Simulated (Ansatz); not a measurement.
# SnRu2: the cost of one run

Computed with Ansatz 0.2.0 (DFT PBE, scalar-relativistic, plane waves, PAW, unless a step's input says otherwise).

1 further run of the same task is left out (it didn't finish).

## (1) Starting point

The structure is tetragonal, space group I4/mmm (No. 139). Conventional cell: a = 3.438 Å, b = 3.438 Å, c = 8.433 Å, α = 90.00°, β = 90.00°, γ = 90.00°. Around Sn (site symmetry 4/mmm) lie 10 Ru at 2.80 to 2.82 Å. Ru (site symmetry 4mm) has 5 Ru at 2.78 to 2.82 Å and 5 Sn at 2.80 to 2.82 Å as nearest neighbours.

Structure file:

```cif
data_structure
_symmetry_space_group_name_H-M 'I4/mmm'
_symmetry_Int_Tables_number 139
_cell_length_a 3.4375
_cell_length_b 3.4375
_cell_length_c 8.4327
_cell_angle_alpha 90.000
_cell_angle_beta 90.000
_cell_angle_gamma 90.000
_cell_volume 99.64
loop_
_atom_site_label
_atom_site_type_symbol
_atom_site_symmetry_multiplicity
_atom_site_Wyckoff_symbol
_atom_site_fract_x
_atom_site_fract_y
_atom_site_fract_z
_atom_site_occupancy
Sn1 Sn 2 a 0.00000 0.00000 0.00000 1
Ru1 Ru 4 e 0.50000 0.50000 0.16500 1
```

This is candidate A: MoSi2 (C11b) type (I4/mmm, No. 139).

(A quick probe on a coarse mesh, which set the mesh and smearing, is not shown.)

## (3) Coarse relaxation (candidate A)

The input, input.yaml:

```yaml
crystal:
  lattice:
    - [-1.7187584695, 1.7187584695, 4.2163293704]
    - [1.7187584695, -1.7187584695, 4.2163293704]
    - [1.7187584695, 1.7187584695, -4.2163293704]
  atoms:
    - { symbol: Sn, position: [0.0, 0.0, 0.0] }
    - { symbol: Ru, position: [0.665, 0.665, 0.0] }
    - { symbol: Ru, position: [0.335, 0.335, 0.0] }
basis:
  ecutwfc: 420
kpoints:
  mp_grid: { grid: [8, 8, 8] }
hamiltonian:
  xc: pbe
scf:
  occupations: { method: gaussian, width: 0.1 }
  lower_state_search: "off"
output:
  forces: true
  stress: true
  eigenvalues: true
relax:
  adjacent_minimum: "off"
  f_tol: 0.04
  max_steps: 70
  cell: { stress_tol: 0.4 }
```

Run with:

```sh
> ansatz run input.yaml --threads 1 --pin off --max-ram 2560MiB --backend cpu --events-out ev --progress --plain --runs-dir out
```

**Question.** How long does this run take on 1 thread of Intel Xeon Platinum 8488C (Sapphire Rapids), shared host, and how much memory does it need?

About 85 s, with a peak of 0.42 GiB.
